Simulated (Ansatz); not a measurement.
# MgGe2 (C2/m) in Ansatz: reference runs, part 2 of 2

Ansatz 0.2.0. Earlier steps stand in the parts before.

## (6) Single point, PBE, 20.05 Å³/atom (volume scaled by 0.98)

File input.yaml:

```yaml
crystal:
  lattice:
    - [5.4844269371, -1.8374305521, 0.0]
    - [5.4844269371, 1.8374305521, 0.0]
    - [-3.1960295507, 0.0, 5.9674521542]
  atoms:
    - { symbol: Ge, position: [0.529234, 0.529234, 0.293621] }
    - { symbol: Ge, position: [0.470766, 0.470766, 0.706379] }
    - { symbol: Ge, position: [0.88039, 0.88039, 0.98544] }
    - { symbol: Ge, position: [0.11961, 0.11961, 0.01456] }
    - { symbol: Mg, position: [0.815286, 0.815286, 0.349253] }
    - { symbol: Mg, position: [0.184714, 0.184714, 0.650747] }
hamiltonian:
  xc: pbe
  pseudopotentials: { kind: paw }
kpoints:
  mp_grid: { grid: [8, 8, 5] }
scf:
  occupations: { method: fermi_dirac, width: 0.05 }
output:
  forces: true
  stress: true
  eigenvalues: true
  write_density: true
  write_potential: true
  elf: true
  volumetric_format: npy
```

Potentials or basis: Ansatz PAW.

Command:

```sh
> ansatz run input.yaml --threads 2 --pin off --max-ram 5120MiB --backend cpu --events-out ev --progress --plain --runs-dir out
```

It took 39 s on 2 threads of Intel Xeon at 2.50GHz (Skylake/Cascade Lake), shared host; peak memory 0.67 GiB.

It converged, with:

```
Free energy            : -21027.2549 eV
Pressure               : 0.8 GPa
Largest force          : 0.144 eV/Å
Band gap on the k mesh : none (metal or under the smearing width)
```

## (7) Single point, PBE, 20.45 Å³/atom

Changes to input.yaml since step 6:

```diff
@@ -2,5 +2,5 @@
   lattice:
-    - [5.4844269371, -1.8374305521, 0.0]
-    - [5.4844269371, 1.8374305521, 0.0]
-    - [-3.1960295507, 0.0, 5.9674521542]
+    - [5.521485, -1.849846, 0.0]
+    - [5.521485, 1.849846, 0.0]
+    - [-3.217625, 0.0, 6.007774]
   atoms:
@@ -23,5 +23 @@
   eigenvalues: true
-  write_density: true
-  write_potential: true
-  elf: true
-  volumetric_format: npy
```

Command:

```sh
> ansatz run input.yaml --threads 2 --pin off --max-ram 5120MiB --backend cpu --events-out ev --progress --plain --runs-dir out
```

Run time: 26 s. Hardware: 2 threads of Intel Xeon at 2.50GHz (Skylake/Cascade Lake), shared host; peak memory 0.67 GiB.

It converged, with:

* Free energy: -21027.2578 eV
* Pressure: -0.4 GPa
* Largest force: 0.123 eV/Å
* Band gap on the k mesh: none (metal or under the smearing width)

## (8) Single point, PBE, 20.86 Å³/atom (volume scaled by 1.02)

Changes to input.yaml since step 7:

```diff
@@ -2,5 +2,5 @@
   lattice:
-    - [5.521485, -1.849846, 0.0]
-    - [5.521485, 1.849846, 0.0]
-    - [-3.217625, 0.0, 6.007774]
+    - [5.5580521915, -1.8620969928, 0.0]
+    - [5.5580521915, 1.8620969928, 0.0]
+    - [-3.2389343958, 0.0, 6.0475617423]
   atoms:
```

Command:

```sh
> ansatz run input.yaml --threads 2 --pin off --max-ram 5120MiB --backend cpu --events-out ev --progress --plain --runs-dir out
```

Wall time 29 s (2 threads of Intel Xeon at 2.50GHz (Skylake/Cascade Lake), shared host); peak memory 0.68 GiB.

Results (log left out):

| Quantity | Value |
| --- | --- |
| Free energy | -21027.2443 eV |
| Pressure | -1.4 GPa |
| Largest force | 0.117 eV/Å |
| Band gap on the k mesh | none (metal or under the smearing width) |

## (9) Single point, PBE, 21.27 Å³/atom (volume scaled by 1.04)

Changes to input.yaml since step 8:

```diff
@@ -2,5 +2,5 @@
   lattice:
-    - [5.5580521915, -1.8620969928, 0.0]
-    - [5.5580521915, 1.8620969928, 0.0]
-    - [-3.2389343958, 0.0, 6.0475617423]
+    - [5.5941444508, -1.8741888705, 0.0]
+    - [5.5941444508, 1.8741888705, 0.0]
+    - [-3.2599670267, 0.0, 6.0868327241]
   atoms:
@@ -23 +23,5 @@
   eigenvalues: true
+  write_density: true
+  write_potential: true
+  elf: true
+  volumetric_format: npy
```

Potentials or basis: Ansatz PAW.

Command:

```sh
> ansatz run input.yaml --threads 2 --pin off --max-ram 5120MiB --backend cpu --events-out ev --progress --plain --runs-dir out
```

It took 40 s on 2 threads of Intel Xeon at 2.50GHz (Skylake/Cascade Lake), shared host; peak memory 0.68 GiB.

The run converged. Its results:

```yaml
Free_energy: -21027.2162 eV
Pressure: -2.3 GPa
Largest_force: 0.151 eV/Å
Band_gap_on_the_k_mesh: none (metal or under the smearing width)
```

## (10) Single point, PBE, 21.68 Å³/atom (volume scaled by 1.06)

Changes to input.yaml since step 9:

```diff
@@ -2,5 +2,5 @@
   lattice:
-    - [5.5941444508, -1.8741888705, 0.0]
-    - [5.5941444508, 1.8741888705, 0.0]
-    - [-3.2599670267, 0.0, 6.0868327241]
+    - [5.6297769048, -1.8861267011, 0.0]
+    - [5.6297769048, 1.8861267011, 0.0]
+    - [-3.2807317077, 0.0, 6.1256034046]
   atoms:
```

Potentials or basis: Ansatz PAW.

Command:

```sh
> ansatz run input.yaml --threads 2 --pin off --max-ram 5120MiB --backend cpu --events-out ev --progress --plain --runs-dir out
```

What it wrote:

```text
Warning: RAYON_NUM_THREADS=2 ignored (pool sized by the plan → 2); use --threads N
Engine: ansatz 0.2.0, x86_64-unknown-linux-gnu
Pseudopotentials: kind: paw
Pseudopotential: Ge, paw, valence charge 14, recommended cutoff 420 eV (normal), Ge.paw.azcp
Pseudopotential: Mg, paw, valence charge 10, recommended cutoff 420 eV (normal), Mg.paw.azcp
Functional definition: PBE
  parameter kappa = 0.804
  parameter beta = 0.06672455060314922
  exchange = pbe_x(kappa = kappa, mu = beta*pi^2/3)
  correlation = pbe_c(beta = beta)
Crystal: 6 atoms, lattice volume = 130.089 Å³
Basis set: ecut = 420 eV, 2543 PW (Γ), exchange–correlation on 80×80×96 points (8 copies of the dense FFT grid, shifted against one another)
Bands: 46, of which v1, the nominal top of the filled ones, is band 38 counted from 1 (37 counted from 0)
Symmetry: 4 space group operations
Space group: C2/m (ITA 12), of the structure as read, at distance tolerance 5.1e-5 Å
k-points: 93 of 320
Non-local potential: Ge, projectors of the file, l = 0: 2, l = 1: 2, l = 2: 3, l = 3: 1
Non-local potential: Mg, projectors of the file, l = 0: 3, l = 1: 2, l = 2: 1
PAW form: soft (Blöchl's): semilocal exchange-correlation on the pseudo side does not see the compensation charge
PAW one-centre angular grid: Ge, 590 points (default); XC on 64 Gauss nodes
PAW one-centre angular grid: Mg, 110 points (default); XC on 64 Gauss nodes
Initial density: superposition of atomic densities (neutral atoms: chi_scale 0, normalization atom), corrected by the library's trained network
Initial wavefunctions: pseudopotential atomic-orbital guess
Functional: x = pbe(κ = 0.804, μ = 0.2195149727645171), c = pbe(β = 0.06672455060314922)
SCF iter   1: F=—  HF=-21027.176975 eV  |F-HF|=—  |Δ(HF+E_count)|=         —  Δρ=1.59e-3  dr2=5.50e-3  ethr=1.77e-3  ⟨swp⟩=6.2  Hψ=16155  notcnv=0  defer=4
preconditioner: auto → Kerker (q_TF=auto, 2.495 Å⁻¹)  [metal: Δε(μ)=0.009 eV  Ē_g=20.620 eV  σ=0.050 eV  W_gap=0.04  n_scr=36 (ndim 8)  ℏωp=25.2 eV  f_vac=0.000  D(μ)=2.71/eV (n_scr^D=16)]
SCF iter   2: F=—  HF=-21027.175203 eV  |F-HF|=—  |Δ(HF+E_count)|=   1.77e-3  Δρ=1.07e-3  dr2=2.74e-3  ethr=7.24e-6  ⟨swp⟩=1.8  Hψ=6513  notcnv=0  defer=37
SCF iter   3: F=—  HF=-21027.175275 eV  |F-HF|=—  |Δ(HF+E_count)|=   7.22e-5  Δρ=5.15e-4  dr2=2.88e-4  ethr=3.61e-6  ⟨swp⟩=2.0  Hψ=6931  notcnv=0  defer=37
SCF iter   4: F=—  HF=-21027.174960 eV  |F-HF|=—  |Δ(HF+E_count)|=   3.15e-4  Δρ=2.19e-4  dr2=6.07e-5  ethr=3.78e-7  ⟨swp⟩=2.0  Hψ=6925  notcnv=0  defer=37
SCF iter   5: F=—  HF=-21027.174964 eV  |F-HF|=—  |Δ(HF+E_count)|=   3.59e-6  Δρ=8.54e-5  dr2=9.75e-6  ethr=7.98e-8  ⟨swp⟩=2.0  Hψ=6932  notcnv=0  defer=37
SCF iter   6: F=—  HF=-21027.174958 eV  |F-HF|=—  |Δ(HF+E_count)|=   5.33e-6  Δρ=4.16e-5  dr2=1.48e-6  ethr=1.28e-8  ⟨swp⟩=2.0  Hψ=6929  notcnv=0  defer=37
SCF iter   7: F=—  HF=-21027.174957 eV  |F-HF|=—  |Δ(HF+E_count)|=   1.14e-6  Δρ=1.97e-5  dr2=3.13e-7  ethr=1.94e-9  ⟨swp⟩=2.0  Hψ=6926  notcnv=0  defer=37
SCF iter   8: F=-21027.174957 eV  HF=-21027.174957 eV  |F-HF|=7.07e-9  |Δ(HF+E_count)|=   2.16e-7  Δρ=3.59e-6  dr2=1.84e-8  ethr=1.32e-10  ⟨swp⟩=12.0  Hψ=29235  notcnv=0
SCF 1 converged in 8 iterations: F = -21027.174957 eV  dr2 = 1.84e-8
SCF converged after 8 iterations
Free energy (F): -21027.174957 eV
Harris-Foulkes:  -21027.174957 eV  (|F-HF|=7.07e-9)
Internal energy: -21027.153347 eV  (E = F + TS)
E sigma→0 (E₀):  -21027.164152 eV
Entropy (-TS):   -0.021610 eV (-3.602 meV/atom)
Fermi energy:    8.055617 eV
--- Per-component energies (eV) ---
  E_band       = -1280.583119
  E_kinetic    = 588.634246
  E_local      = -12604.916633  (includes V_loc(G=0)·N_el)
  E_nonlocal   = 1854.080501
  E_hartree    = 5250.275939
  E_xc         = -357.583023
  E_vxc        = -329.308514  (∫ρ·V_xc dr)
  E_paw        = -8654.125472  (= ΣΔE_a)
  E_vpaw       = -1289.631878  (= ΣTr[D̂ρ^β])
  E_aug_tail   = 0.001212  (compensation charges beyond the density's cutoff)
  E_ewald      = -7103.520116
  E_smearing   = -0.021610  (= −TS)
  E_closure    = -0.000000  (closes the sum)
  Σ components = -21027.174957   (vs F -21027.174957, Δ=0.00e0)
--- Forces (eV/Å), atoms counted from 1 ---
  atom   1  Ge    -0.11239178    -0.00000000    -0.08248736
  atom   2  Ge     0.11239178     0.00000000     0.08248736
  atom   3  Ge     0.17837499     0.00000000     0.12284004
  atom   4  Ge    -0.17837499    -0.00000000    -0.12284004
  atom   5  Mg     0.00061736    -0.00000000    -0.01851975
  atom   6  Mg    -0.00061736     0.00000000     0.01851975
  max |Σ_I F_I| component: 2.78e-17 eV/Å
--- Stress (GPa, compression-positive) ---
       -3.208415       0.000000      -0.043166
        0.000000      -2.458217      -0.000000
       -0.043166      -0.000000      -3.595311
  P = ⅓ Tr σ = -3.0873 GPa (-30.873 kbar)
--- Band table (eV; the first three rows and the last of 93) ---
  k-point 0: bands = ["-68.3289", "-68.3288", "-35.0886", "-35.0878", "-35.0871", "-35.0865", "-35.0750", "-35.0734", "-16.4447", "-16.4446", "-16.4388", "-16.4233", "-16.4166", "-16.4142", "-16.3975", "-16.3903", "-16.3887", "-16.3814", "-16.3695", "-16.3600", "-16.3577", "-16.3381", "-16.3359", "-16.3241", "-16.3048", "-16.2972", "-16.2945", "-16.2694", "-3.5014", "-0.4285", "0.8118", "1.4949", "3.6055", "4.7524", "5.1113", "7.4424", "8.1374", "9.0709", "9.1300", "10.3895", "10.5619", "10.6065", "11.3954", "11.7354", "12.5287", "13.3124"]
  k-point 1: bands = ["-68.3289", "-68.3288", "-35.0885", "-35.0878", "-35.0871", "-35.0865", "-35.0750", "-35.0734", "-16.4461", "-16.4433", "-16.4375", "-16.4240", "-16.4151", "-16.4136", "-16.3992", "-16.3915", "-16.3898", "-16.3844", "-16.3659", "-16.3592", "-16.3571", "-16.3381", "-16.3362", "-16.3241", "-16.3047", "-16.2972", "-16.2946", "-16.2696", "-3.4123", "-0.9197", "1.0411", "1.6744", "3.6289", "5.1279", "5.5853", "7.2451", "7.4839", "8.7887", "8.9171", "10.0248", "10.4294", "10.8091", "11.5764", "11.8904", "12.1464", "13.2217"]
  k-point 2: bands = ["-68.3289", "-68.3288", "-35.0885", "-35.0878", "-35.0871", "-35.0866", "-35.0750", "-35.0734", "-16.4470", "-16.4424", "-16.4355", "-16.4242", "-16.4143", "-16.4124", "-16.4005", "-16.3945", "-16.3918", "-16.3872", "-16.3614", "-16.3586", "-16.3561", "-16.3381", "-16.3368", "-16.3240", "-16.3046", "-16.2972", "-16.2948", "-16.2699", "-3.2280", "-1.4984", "1.0611", "1.9624", "4.0939", "5.8664", "6.0794", "6.7008", "7.5736", "7.7711", "8.5957", "8.6843", "10.5441", "10.6193", "11.4007", "12.5428", "12.6614", "13.3647"]
  k-point 92: bands = ["-68.3289", "-68.3288", "-35.0886", "-35.0879", "-35.0870", "-35.0864", "-35.0749", "-35.0735", "-16.4475", "-16.4431", "-16.4350", "-16.4241", "-16.4144", "-16.4142", "-16.3988", "-16.3946", "-16.3920", "-16.3853", "-16.3612", "-16.3597", "-16.3576", "-16.3379", "-16.3315", "-16.3253", "-16.3063", "-16.2972", "-16.2930", "-16.2721", "-2.8975", "-1.6780", "0.2741", "2.1564", "3.3834", "5.1749", "7.2245", "7.3527", "8.5307", "8.8185", "8.9644", "9.4274", "10.6946", "11.1820", "11.2455", "12.1611", "12.3429", "12.8531"]
```

v_z.tsv:

```text
# z_ang	v_es[eV]	v_tot[eV]
# format = ansatz-planar-average/11
# xc	pbe
# density_cutoff_ev	1680
# datasets	Ge=:simpson_from_first_knot:soft	Mg=:simpson_from_first_knot:soft
# lattice	5.629776905	-1.886126701	0.000000000
# lattice	5.629776905	1.886126701	0.000000000
# lattice	-3.280731708	0.000000000	6.125603405
# sites	6
# site	32	4.995646976	0.000000000	1.798605797
# site	32	2.983175126	0.000000000	4.326997607
# site	32	6.679834324	0.000000000	6.036414619
# site	32	1.298987778	0.000000000	0.089188786
# site	12	8.033951196	0.000000000	2.139385366
# site	12	-0.055129094	0.000000000	3.986218039
0.000000	4.953016e-1	-1.034317e1
0.144767	7.161159e-1	-1.007255e1
0.289535	1.343635e0	-9.291024e0
0.434302	2.282044e0	-8.103871e0
0.579069	3.418608e0	-6.659281e0
0.723836	4.630816e0	-5.149740e0
[... 40 lines left out ...]
6.659294	1.343635e0	-9.291024e0
6.804061	7.161159e-1	-1.007255e1
```

It took 38 s on 2 threads of Intel Xeon at 2.50GHz (Skylake/Cascade Lake), shared host; peak memory 0.69 GiB.

What came out:

* Free energy: -21027.1750 eV
* Pressure: -3.1 GPa
* Largest force: 0.217 eV/Å
* Band gap on the k mesh: none (metal or under the smearing width)

## (11) Equation of state, PBE

Potentials or basis: Ansatz PAW.

No new run: the results of the series are fitted here.

What came out:

- Equilibrium volume: 20.32 Å³/atom
- Bulk modulus at fixed shape and positions: 55 GPa
- Pressure derivative of the bulk modulus: 4.3

Energy against volume, from the lowest point:
```csv
volume (Å³/atom),energy (meV/atom)
19.227,10.82
19.636,3.97
20.045,0.47
20.454,0.00
20.863,2.25
21.272,6.93
21.682,13.80
```

Caveat: the cell was scaled at fixed shape and fractional positions, which overstates the stiffness of a crystal with free parameters, most of all of layers and chains.

## (12) Summary

| task | cell | gap on the mesh (eV) | pressure (GPa) | largest force (eV/Å) |
| --- | --- | --- | --- | --- |
| single point | as given | none | -0.4 | 0.12 |
| single point | atoms moved at random, drawn with an rms of 0.05 Å | none | -0.6 | 0.26 |
| equation of state | as given | - | - | - |

Alike in all rows: level PBE; potentials or basis Ansatz PAW; no spin polarisation; k mesh 8 × 8 × 5; cutoff (eV) 420; smearing fermi-dirac 0.05 eV.

Caveats: the cell was scaled at fixed shape and fractional positions, which overstates the stiffness of a crystal with free parameters, most of all of layers and chains (some runs).

Absolute energies hang on the potentials; compare differences alone.
